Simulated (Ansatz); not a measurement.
**BBrH₂O₂: how energies converge with the basis set**

One table from this session's results is given with a row withheld; the runs are named, their logs left out.

Program: Ansatz 0.2.0, Gaussian basis. Level of theory: one geometry, several basis sets. These are calculated values, not measurements.

Plan: PBE0-D4/def2-SVP; ωB97M-V/def2-SVP; PBE0-D4/def2-QZVPP; ωB97M-V/def2-QZVPP; the functionals' def2-TZVPP values are taken from earlier runs.

**The relaxed structure**

An earlier PBE0-D4 in a triple-zeta def2 set relaxation fixed the geometry.

SMILES `OB(O)Br`, 6 atoms, charge 0, spin multiplicity 1.

Atoms are counted from 1 here; the program's logs count them from 0.

Bond lengths: O1–B2 1.354 Å, O1–H5 0.960 Å, B2–O3 1.347 Å, B2–Br4 1.936 Å, O3–H6 0.963 Å. Angles: B2–O1–H5 113.7°, O1–B2–O3 121.5°, O1–B2–Br4 120.8°, O3–B2–Br4 117.8°, B2–O3–H6 112.1°.

Coordinates:

```tsv
atom	x (Å)	y (Å)	z (Å)
O1	0.51981	0.85560	-0.55550
B2	-0.16539	-0.15841	0.02449
O3	0.32876	-0.82393	1.08567
Br4	-1.89740	-0.69839	-0.65236
H5	0.06534	1.25138	-1.30235
H6	1.19088	-0.49026	1.35385
```

Set-up of the first run:

in.yaml

```yaml
crystal:
  periodic: [false, false, false]
  atoms:
    - {symbol: O, position_ang: [0.519813, 0.855602, -0.555497]}
    - {symbol: B, position_ang: [-0.165393, -0.158406, 0.024487]}
    - {symbol: O, position_ang: [0.328758, -0.823933, 1.085666]}
    - {symbol: Br, position_ang: [-1.897404, -0.698385, -0.652355]}
    - {symbol: H, position_ang: [0.065340, 1.251382, -1.302348]}
    - {symbol: H, position_ang: [1.190885, -0.490261, 1.353847]}
basis:
  gaussian: {orbitals: def2-SVP}
hamiltonian: {xc: pbe0, dispersion: d4}
output: {orbitals: {seedname: orbitals}}
```

Steps of the session up to this table: PBE0-D4 in def2-SVP; ωB97M-V in def2-SVP; PBE0-D4 in def2-QZVPP; ωB97M-V in def2-QZVPP.

One table of the session follows, with a row left open; its other results are not shown here.

It belongs to the step «Functionals by basis». 

```
functional       basis  HOMO (eV)  LUMO (eV)
   PBE0-D4    def2-SVP      -8.22       1.18
   PBE0-D4  def2-TZVPP      -8.43       0.46
   PBE0-D4  def2-QZVPP      -8.46       0.27
   ωB97M-V    def2-SVP     -10.46       3.03
   ωB97M-V  def2-TZVPP          ?          ?
   ωB97M-V  def2-QZVPP     -10.72       1.54
```

Estimate the missing values for ωB97M-V, def2-TZVPP.

**Answer.** HOMO (eV): -10.69; LUMO (eV): 1.85. In the column «HOMO (eV)» it lies between ωB97M-V, def2-QZVPP (-10.72) and ωB97M-V, def2-SVP (-10.46).
